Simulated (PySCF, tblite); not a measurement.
# C4H5N3: dynamics, then NMR shifts on frames, part 2 of 2

tblite 0.8.0 and PySCF 2.14.0. Atoms count from 0.

## (5) Shielding tensors: 625 fs, PBE0/pcSseg-1

What the job is given:

```
{"job": {"kind": "nmr", "xc": "PBE0", "basis": "pcSseg-1", "pop": false}, "charge": 0, "multiplicity": 1}
N     -2.434700     0.255600     1.073200
C     -1.211000    -0.190100     0.736800
C     -0.155200     0.690300     0.929500
C      1.147900     0.219500     0.933500
N      1.387400    -1.023800     0.603800
N      0.376800    -1.867400     0.310300
C     -0.866500    -1.525500     0.382800
H     -3.235500    -0.312200     0.899500
H     -2.600800     1.238800     1.189100
H     -0.432600     1.740600     1.217700
H      2.017900     0.771500     1.166700
H     -1.658500    -2.254200     0.332100
```

Method: GIAO PBE0/pcSseg-1 NMR shielding, non-relativistic, gas phase.

Output:

```text
coarse grid: 10632 points
cycle   1  E = -319.1574478633  dE =  1.393e+00  |g| = 3.710e-01  |ddm| = 3.472e+00
cycle   2  E = -319.1514279527  dE =  6.020e-03  |g| = 4.159e-01  |ddm| = 1.187e+00
cycle   3  E = -319.1887387883  dE = -3.731e-02  |g| = 1.602e-01  |ddm| = 6.930e-01
cycle   4  E = -319.1942718893  dE = -5.533e-03  |g| = 4.609e-02  |ddm| = 1.608e-01
cycle   5  E = -319.1947537899  dE = -4.819e-04  |g| = 1.029e-02  |ddm| = 5.800e-02
cycle   6  E = -319.1947754274  dE = -2.164e-05  |g| = 4.552e-03  |ddm| = 1.451e-02
cycle   7  E = -319.1947804864  dE = -5.059e-06  |g| = 1.087e-03  |ddm| = 5.285e-03
final grid: 104672 points
cycle   8  E = -319.2298723874  dE = -2.814e-05  |g| = 7.233e-03  |ddm| = 3.615e-02
cycle   9  E = -319.2298668995  dE =  5.488e-06  |g| = 8.908e-03  |ddm| = 1.683e-02
cycle  10  E = -319.2298836838  dE = -1.678e-05  |g| = 1.907e-03  |ddm| = 9.407e-03
cycle  11  E = -319.2298845623  dE = -8.785e-07  |g| = 2.844e-04  |ddm| = 1.916e-03
cycle  12  E = -319.2298845764  dE = -1.409e-08  |g| = 1.491e-04  |ddm| = 4.049e-04
cycle  13  E = -319.2298845817  dE = -5.228e-09  |g| = 3.912e-05  |ddm| = 1.840e-04
cycle  14  E = -319.2298845819  dE = -2.709e-10  |g| = 2.095e-05  |ddm| = 5.151e-05
converged SCF energy = -319.2298845819

GIAO shielding tensors (ppm)
atom      isotropic    diamagn.    paramagn.     s11        s22        s33       span
  0 N      194.047     317.291    -123.244    161.320    173.553    247.267     85.947
  1 C       37.458     257.513    -220.054    -66.334     12.637    166.073    232.407
  2 C       72.725     256.269    -183.544    -18.331     75.930    160.574    178.905
  3 C       34.034     249.117    -215.083    -93.954     47.742    148.315    242.269
  4 N     -162.716     322.120    -484.837   -544.457   -185.477    241.785    786.242
  5 N     -206.711     321.608    -528.318   -649.451   -213.863    243.183    892.634
  6 C       47.462     247.731    -200.269    -64.165     64.654    141.898    206.063
  7 H       28.599      30.699      -2.100     21.788     26.526     37.483     15.694
  8 H       28.091      32.125      -4.033     21.950     27.248     35.076     13.127
  9 H       24.916      32.064      -7.148     21.288     23.965     29.496      8.207
 10 H       22.816      30.472      -7.656     19.963     20.765     27.720      7.756
 11 H       22.626      29.626      -6.999     18.872     20.625     28.382      9.510
```

Run time: 70 s. Hardware: 1 thread of Intel Xeon at 2.50GHz, shared host; peak memory 0.72 GiB.

Key values: δ C3 152.9, C1 149.5, C6 139.5, C2 114.2, H11 9.09, H10 8.90 ppm.

## (6) NMR shieldings: 800 fs, PBE0/pcSseg-1

What the job is given:

```
{"job": {"kind": "nmr", "xc": "PBE0", "basis": "pcSseg-1", "pop": false}, "charge": 0, "multiplicity": 1}
N     -2.331000     0.958200     0.637600
C     -1.211600     0.154400     0.600700
C      0.029900     0.757400     0.863800
C      1.146400     0.004800     0.759700
N      1.158900    -1.180700     0.189900
N      0.076100    -1.766900    -0.107400
C     -1.110300    -1.180700     0.117800
H     -3.191400     0.481300     0.542000
H     -2.299600     1.917100     1.005000
H      0.095600     1.753900     1.354100
H      2.081100     0.321200     1.163900
H     -1.974300    -1.747800    -0.168200
```

Level: GIAO PBE0/pcSseg-1 NMR shielding, non-relativistic, gas phase.

Output:

```text
coarse grid: 10632 points
cycle   1  E = -319.1568170947  dE =  1.418e+00  |g| = 3.702e-01  |ddm| = 3.485e+00
cycle   2  E = -319.1487435375  dE =  8.074e-03  |g| = 4.230e-01  |ddm| = 1.161e+00
cycle   3  E = -319.1881867976  dE = -3.944e-02  |g| = 1.531e-01  |ddm| = 6.873e-01
cycle   4  E = -319.1933550141  dE = -5.168e-03  |g| = 4.459e-02  |ddm| = 1.566e-01
cycle   5  E = -319.1938045831  dE = -4.496e-04  |g| = 1.075e-02  |ddm| = 5.708e-02
cycle   6  E = -319.1938273921  dE = -2.281e-05  |g| = 5.223e-03  |ddm| = 1.612e-02
cycle   7  E = -319.1938340262  dE = -6.634e-06  |g| = 1.302e-03  |ddm| = 6.213e-03
final grid: 104672 points
cycle   8  E = -319.2294013204  dE = -3.035e-05  |g| = 6.746e-03  |ddm| = 3.577e-02
cycle   9  E = -319.2293971031  dE =  4.217e-06  |g| = 8.172e-03  |ddm| = 1.596e-02
cycle  10  E = -319.2294114313  dE = -1.433e-05  |g| = 1.755e-03  |ddm| = 8.777e-03
cycle  11  E = -319.2294121719  dE = -7.406e-07  |g| = 2.487e-04  |ddm| = 1.819e-03
cycle  12  E = -319.2294121816  dE = -9.699e-09  |g| = 1.476e-04  |ddm| = 3.751e-04
cycle  13  E = -319.2294121868  dE = -5.187e-09  |g| = 3.373e-05  |ddm| = 1.757e-04
cycle  14  E = -319.2294121870  dE = -2.009e-10  |g| = 1.804e-05  |ddm| = 4.381e-05
converged SCF energy = -319.2294121870

GIAO shielding tensors (ppm)
atom      isotropic    diamagn.    paramagn.     s11        s22        s33       span
  0 N      191.599     319.040    -127.441    156.417    170.616    247.764     91.346
  1 C       35.217     257.759    -222.542    -62.899      5.738    162.814    225.713
  2 C       72.826     256.881    -184.055    -21.946     74.497    165.926    187.872
  3 C       38.780     249.683    -210.903    -83.258     52.820    146.777    230.034
  4 N     -155.341     323.465    -478.806   -566.433   -168.131    268.539    834.972
  5 N     -199.947     322.373    -522.320   -651.040   -204.353    255.553    906.593
  6 C       46.246     249.056    -202.810    -66.176     60.869    144.044    210.219
  7 H       28.605      31.010      -2.405     21.647     26.856     37.312     15.665
  8 H       27.193      30.719      -3.525     21.353     26.180     34.047     12.695
  9 H       25.046      31.860      -6.814     21.458     24.041     29.638      8.181
 10 H       23.080      30.526      -7.446     20.033     20.628     28.578      8.545
 11 H       22.771      30.516      -7.744     18.378     21.178     28.759     10.381
```

Wall time 54 s (1 thread of Intel Xeon at 2.50GHz, shared host); peak memory 0.72 GiB.

In short: δ C1 151.7, C3 148.1, C6 140.7, C2 114.1, H11 8.95, H10 8.64 ppm.

## (7) NMR shieldings: 1000 fs, PBE0/pcSseg-1

What the job is given:

```
{"job": {"kind": "nmr", "xc": "PBE0", "basis": "pcSseg-1", "pop": false}, "charge": 0, "multiplicity": 1}
N     -2.278400     0.641600     0.938300
C     -1.102900    -0.026200     0.914000
C      0.112000     0.552000     1.244200
C      1.206800    -0.285900     1.071700
N      1.149100    -1.486500     0.536100
N      0.017100    -2.021400     0.169600
C     -1.134700    -1.370000     0.369900
H     -3.026900     0.264400     0.393100
H     -2.238700     1.671700     1.073000
H      0.179800     1.568500     1.622800
H      2.159600     0.075100     1.358000
H     -2.070600    -1.764300     0.047800
```

Level: GIAO PBE0/pcSseg-1 NMR shielding, non-relativistic, gas phase.

Output:

```text
coarse grid: 10632 points
cycle   1  E = -319.1623873507  dE =  1.336e+00  |g| = 3.669e-01  |ddm| = 3.464e+00
cycle   2  E = -319.1585836233  dE =  3.804e-03  |g| = 4.023e-01  |ddm| = 1.107e+00
cycle   3  E = -319.1929018196  dE = -3.432e-02  |g| = 1.555e-01  |ddm| = 6.371e-01
cycle   4  E = -319.1981466962  dE = -5.245e-03  |g| = 4.510e-02  |ddm| = 1.541e-01
cycle   5  E = -319.1986073126  dE = -4.606e-04  |g| = 1.100e-02  |ddm| = 5.785e-02
cycle   6  E = -319.1986318827  dE = -2.457e-05  |g| = 5.071e-03  |ddm| = 1.604e-02
cycle   7  E = -319.1986380130  dE = -6.130e-06  |g| = 1.328e-03  |ddm| = 5.986e-03
final grid: 104672 points
cycle   8  E = -319.2339919587  dE = -3.029e-05  |g| = 7.203e-03  |ddm| = 3.442e-02
cycle   9  E = -319.2339860001  dE =  5.959e-06  |g| = 9.014e-03  |ddm| = 1.646e-02
cycle  10  E = -319.2340032685  dE = -1.727e-05  |g| = 1.902e-03  |ddm| = 9.106e-03
cycle  11  E = -319.2340041540  dE = -8.855e-07  |g| = 2.695e-04  |ddm| = 1.909e-03
cycle  12  E = -319.2340041654  dE = -1.135e-08  |g| = 1.632e-04  |ddm| = 4.182e-04
cycle  13  E = -319.2340041717  dE = -6.330e-09  |g| = 3.657e-05  |ddm| = 1.912e-04
cycle  14  E = -319.2340041719  dE = -2.334e-10  |g| = 1.928e-05  |ddm| = 4.611e-05
converged SCF energy = -319.2340041719

GIAO shielding tensors (ppm)
atom      isotropic    diamagn.    paramagn.     s11        s22        s33       span
  0 N      181.581     320.655    -139.075    144.615    158.798    241.330     96.714
  1 C       32.950     258.445    -225.495    -64.919      0.893    162.876    227.795
  2 C       78.637     256.923    -178.286    -17.406     83.000    170.317    187.724
  3 C       37.422     249.650    -212.228    -85.470     44.982    152.753    238.223
  4 N     -146.594     323.016    -469.610   -525.290   -167.748    253.255    778.545
  5 N     -213.119     321.989    -535.108   -680.038   -205.562    246.244    926.282
  6 C       32.522     251.556    -219.035    -99.028     63.353    133.241    232.269
  7 H       27.798      32.510      -4.713     21.281     26.975     35.137     13.856
  8 H       27.425      30.872      -3.447     20.997     26.922     34.356     13.358
  9 H       25.024      32.459      -7.435     22.156     23.654     29.261      7.105
 10 H       23.151      30.322      -7.171     19.537     21.008     28.908      9.371
 11 H       22.397      31.818      -9.421     16.813     21.571     28.807     11.994
```

It took 62 s on 1 thread of Intel Xeon at 2.50GHz, shared host; peak memory 0.72 GiB.

In short: δ C6 154.4, C1 154.0, C3 149.5, C2 108.3, H11 9.32, H10 8.57 ppm.

## (8) Comparing the runs: NMR shifts

Shifts (ppm) of some atoms, chosen among heavy atoms and hydrogens apart, with basis size and wall time:

| frame | C1 | C6 | H7 | H8 | N5 | N4 | N0 | functions | time |
| --- | --- | --- | --- | --- | --- | --- | --- | --- | --- |
| 250 fs | 142.9 | 140.8 | 4.94 | 4.46 | 437.3 | 432.0 | 77.0 | 144 | 57 s |
| 425 fs | 146.3 | 142.1 | 3.51 | 4.78 | 488.2 | 443.6 | 75.8 | 144 | 52 s |
| 625 fs | 149.5 | 139.5 | 3.12 | 3.63 | 474.4 | 430.4 | 73.7 | 144 | 70 s |
| 800 fs | 151.7 | 140.7 | 3.11 | 4.52 | 467.7 | 423.1 | 76.1 | 144 | 54 s |
| 1000 fs | 154.0 | 154.4 | 3.92 | 4.29 | 480.8 | 414.3 | 86.1 | 144 | 62 s |

## (9) Results

This closing draws on all 2 parts.

| quantity | value |
| --- | --- |
| thermostat | 300 K |
| mean temperature, second half | 266 K |
| mean potential energy above the minimum | 0.34 eV |
| ¹³C shifts against TMS (PBE0/pcSseg-1, 250 fs) | 156.1, 142.9, 140.8, 106.8 ppm |
| ¹H shifts against TMS (PBE0/pcSseg-1, 250 fs) | 9.29, 8.34, 5.84, 4.94, 4.46 ppm |
| ¹⁵N shifts against NH3 (PBE0/pcSseg-1, 250 fs) | 437.3, 432.0, 77.0 ppm |
| range of the shift of N5 | 437.3 to 488.2 ppm |

In words: In the second half the potential energy averages 0.34 eV above the minimum; equipartition over 30 harmonic modes at 300 K would give 0.39 eV. With 12 atoms the temperature swings widely (164 to 410 K). Shifts at one fixed geometry are not the observed spectrum, which averages over the motion. In the first frame run (250 fs): The widest tensor belongs to N4: span 860 ppm, with a paramagnetic part of -487 ppm. NICS(1)zz of -25 ppm above the planar ring from C1 marks a diatropic (aromatic) ring current. In ppm, N5 moves most: its shift spreads over 50.8 ppm, from 437.3 (250 fs) to 488.2 (425 fs).
